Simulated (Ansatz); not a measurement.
# C2H3F2NOSi: the cost of one run

The runs use Ansatz 0.2.0, Gaussian basis; the settings change from run to run.

## Step 1: The relaxed structure

An earlier PBE0-D4 in a triple-zeta def2 set relaxation fixed the geometry.

10 atoms, charge 0, spin multiplicity 1.

Atoms are counted from 1 here; the program's logs count them from 0.

Bond lengths: C1–O2 1.419 Å, C1–H8 1.092 Å, C1–H9 1.093 Å, C1–H10 1.089 Å, O2–Si3 1.593 Å, Si3–F4 1.573 Å, Si3–F5 1.566 Å, Si3–C6 1.835 Å, C6–N7 1.151 Å. Angles: O2–C1–H8 110.5°, O2–C1–H9 111.0°, O2–C1–H10 107.5°, H8–C1–H9 109.5°, H8–C1–H10 109.2°, H9–C1–H10 109.0°, C1–O2–Si3 128.5°, O2–Si3–F4 113.1°, O2–Si3–F5 108.8°, O2–Si3–C6 110.8°, F4–Si3–F5 108.7°, F4–Si3–C6 106.4°, F5–Si3–C6 108.9°, Si3–C6–N7 176.6°.

## Step 2: B2GP-PLYP/pcseg-2

Options: charge +1, multiplicity 2, high accuracy.

in.yaml reads:

```yaml
crystal:
  periodic: [false, false, false]
  atoms:
    - {symbol: C, position_ang: [0.515269, -1.139846, 1.016949]}
    - {symbol: O, position_ang: [0.701604, -0.644633, -0.300023]}
    - {symbol: Si, position_ang: [-0.227905, 0.351446, -1.126145]}
    - {symbol: F, position_ang: [-1.649579, -0.244793, -1.437411]}
    - {symbol: F, position_ang: [0.479918, 0.694472, -2.479937]}
    - {symbol: C, position_ang: [-0.509556, 1.906343, -0.192425]}
    - {symbol: N, position_ang: [-0.666498, 2.848451, 0.449100]}
    - {symbol: H, position_ang: [-0.313781, -1.849965, 1.044792]}
    - {symbol: H, position_ang: [0.320957, -0.324448, 1.718605]}
    - {symbol: H, position_ang: [1.432671, -1.648327, 1.309294]}
basis:
  gaussian: {orbitals: pcseg-2}
total_charge: 1
magnetization: {spin_polarized: true, initial_magnetization: 1}
hamiltonian: {xc: {name: B2GP-PLYP}}
accuracy: high
output: {forces: true}
```

Started as:

```console
> ansatz run in.yaml --threads 4 --pin off --events-out ev --progress --plain --max-ram 10444MiB
```

**Question.** How long does this run take on 4 threads of Intel Xeon at 2.60GHz, shared host, and how much memory does it need?

About 1.9 min, with a peak of 2.6 GiB.
